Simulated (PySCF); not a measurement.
# TmCl3(H2O): other functionals and bases at one geometry

An exercise on one series of results from a longer session: the logs are not shown, and one member is left open.

Method: several levels, as the steps say, no spin–orbit coupling; program: PySCF 2.14.0.

1 further run of the same task is left out (for a known fault of the program).

## The starting structure

7 atoms, charge 0, spin multiplicity 1.

Bond lengths: Tm1–Cl2 2.455 Å, Tm1–Cl3 2.448 Å, Tm1–Cl4 2.455 Å, Tm1–O5 2.318 Å, O5–H6 0.967 Å, O5–H7 0.967 Å. Angles: Cl2–Tm1–Cl3 117.6°, Cl2–Tm1–Cl4 120.2°, Cl2–Tm1–O5 93.4°, Cl3–Tm1–Cl4 117.6°, Cl3–Tm1–O5 104.9°, Cl4–Tm1–O5 93.4°, Tm1–O5–H6 124.1°, Tm1–O5–H7 124.1°, H6–O5–H7 107.8°.

Coordinates:

```xyz
7

Tm   -0.0534   -0.0490    0.0490
Cl    1.0375    1.8497    1.1597
Cl   -1.6660   -1.3510    1.3510
Cl    1.0375   -1.1597   -1.8497
O    -1.3470    1.3111   -1.3111
H    -1.5034    2.2510   -1.1459
H    -1.5034    1.1459   -2.2510
```

Formal oxidation states: Tm +3. Each metal's 12 4f electrons lie in its core potential, so multiplicities, spins and levels count the valence alone. An earlier session relaxed this geometry at PBE0, Tm lcecp-1-SVP with ECP58, Cl def2-SVP, O def2-SVP, H def2-SVP (singlet, point group Cs).

At PBE0 on the finer grid: E = -1495.135460 Eh, HOMO -8.45 eV, LUMO -1.37 eV, Mulliken charge on Tm1 +0.84 e, largest force component 0.020 eV/Å. 

Levels to run: CAM-B3LYP; TPSSh; PBE0, TZVP. Hardware: 2 threads of Arm Neoverse V2, shared host.

Set-up of the first run:

Contents of run.py (the lines that set the calculation):

```python
mol = gto.M(atom='''
Tm    -0.05335    -0.04895     0.04895
Cl     1.03749     1.84974     1.15973
Cl    -1.66601    -1.35102     1.35102
Cl     1.03749    -1.15973    -1.84974
O     -1.34703     1.31111    -1.31111
H     -1.50340     2.25102    -1.14593
H     -1.50340     1.14593    -2.25102''',
    basis={'Tm': 'lcecp-1-SVP', 'Cl': 'def2-SVP', 'O': 'def2-SVP', 'H': 'def2-SVP'},
    ecp={'Tm': 'lcecp-1-SVP'},
    charge=0, spin=0)
mf = dft.RKS(mol, xc='CAMB3LYP')
mf.grids.atom_grid = (75, 302)  # f atoms: unpruned, at least (60, 302)
mf = mf.density_fit()  # fitting sets: Tm AutoAux, Cl def2-universal-JKFIT, O def2-universal-JKFIT, H def2-universal-JKFIT
mf.conv_tol = 1e-08; mf.max_cycle = 55
mf.kernel(dm0)  # dm0: the density of the relaxed state
```

On the command line:

```console
$ OMP_NUM_THREADS=2 python run.py
```

Steps of the session up to this table: CAM-B3LYP; TPSSh; PBE0, TZVP.

One of the session's tables, all rows but one given; the rest of the session is left out.

```
              level  HOMO (eV)  gap (eV)  charge on Tm1 (e)  dipole (D)  largest force component (eV/Å)
PBE0 (relaxed here)      -8.45      7.08               0.84        5.92                            0.02
          CAM-B3LYP          ?         ?                  ?           ?                               ?
              TPSSh      -7.74      6.11               0.86        5.91                            0.24
         PBE0, TZVP      -8.58      7.01               1.37        5.83                            0.23
```

**Question.** Estimate the row for CAM-B3LYP.

**Answer.** HOMO (eV): -9.70; gap (eV): 9.10; charge on Tm1 (e): 0.77; dipole (D): 5.97; largest force component (eV/Å): 0.11. In the column «HOMO (eV)» it is the lowest.

In one basis the HOMO–LUMO gap runs from 6.11 eV (TPSSh) to 9.10 eV (CAM-B3LYP). The largest leftover force, 0.24 eV/Å with TPSSh, stands at a geometry relaxed at another level. With 4f in the core, its levels are missing from HOMO and gap, and its count is fixed, so no charge can pass from the ligands into it. Total energies of different levels can't be compared.
